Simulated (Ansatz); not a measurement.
# Na5Os3: the cost of one run

Computed with Ansatz 0.2.0 (DFT PBE, scalar-relativistic, plane waves, PAW, unless a step's input says otherwise).

2 further runs of the same task are left out: 1 that didn't finish, 1 set aside as unsound or not needed.

## 1. The system as given

Symmetry: Im-3m, No. 229, cubic system. The conventional cell has a = 6.575 Å, b = 6.575 Å, c = 6.575 Å, α = 90.00°, β = 90.00°, γ = 90.00°. Na (site symmetry m-3m) has 8 Na at 2.85 Å as nearest neighbours. Na (site symmetry -3m) is surrounded by 2 Na at 2.85 Å and 6 Os at 2.85 Å. Os (site symmetry 4/mmm) has 8 Na at 2.85 Å as nearest neighbours.

As a file:

```cif
data_structure
_symmetry_space_group_name_H-M 'Im-3m'
_symmetry_Int_Tables_number 229
_cell_length_a 6.5752
_cell_length_b 6.5752
_cell_length_c 6.5752
_cell_angle_alpha 90.000
_cell_angle_beta 90.000
_cell_angle_gamma 90.000
_cell_volume 284.27
loop_
_atom_site_label
_atom_site_type_symbol
_atom_site_symmetry_multiplicity
_atom_site_Wyckoff_symbol
_atom_site_fract_x
_atom_site_fract_y
_atom_site_fract_z
_atom_site_occupancy
Na1 Na 2 a 0.00000 0.00000 0.00000 1
Na2 Na 8 c 0.25000 0.25000 0.75000 1
Os1 Os 6 b 0.50000 0.00000 0.00000 1
```

Recipe of the guess: species swapped into a database cell of Fe5Co3 (Im-3m, No. 229), with Na on the Fe sites and Os on the Co sites. The dimensions are guesses.

## 2. A first look at the guess

Contents of input.yaml:

```yaml
crystal:
  lattice:
    - [-3.28759519, 3.28759519, 3.28759519]
    - [3.28759519, -3.28759519, 3.28759519]
    - [3.28759519, 3.28759519, -3.28759519]
  atoms:
    - { symbol: Na, position: [0.0, 0.0, 0.0] }
    - { symbol: Na, position: [0.0, 0.0, 0.5] }
    - { symbol: Na, position: [0.0, 0.5, 0.0] }
    - { symbol: Na, position: [0.5, 0.0, 0.0] }
    - { symbol: Na, position: [0.5, 0.5, 0.5] }
    - { symbol: Os, position: [0.0, 0.5, 0.5] }
    - { symbol: Os, position: [0.5, 0.5, 0.0] }
    - { symbol: Os, position: [0.5, 0.0, 0.5] }
basis:
  ecutwfc: 420
kpoints:
  mp_grid: { grid: [4, 4, 4] }
hamiltonian:
  xc: pbe
scf:
  occupations: { method: gaussian, width: 0.1 }
  lower_state_search: "off"
output:
  forces: true
  stress: true
  eigenvalues: true
```

Command:

```bash
> ansatz run input.yaml --threads 1 --pin off --max-ram 2048MiB --backend cpu --events-out ev --progress --plain --runs-dir out
```

What time and memory should one allow on 1 thread of Arm Neoverse V2, shared host?

About 2.7 s, with a peak of 0.38 GiB.
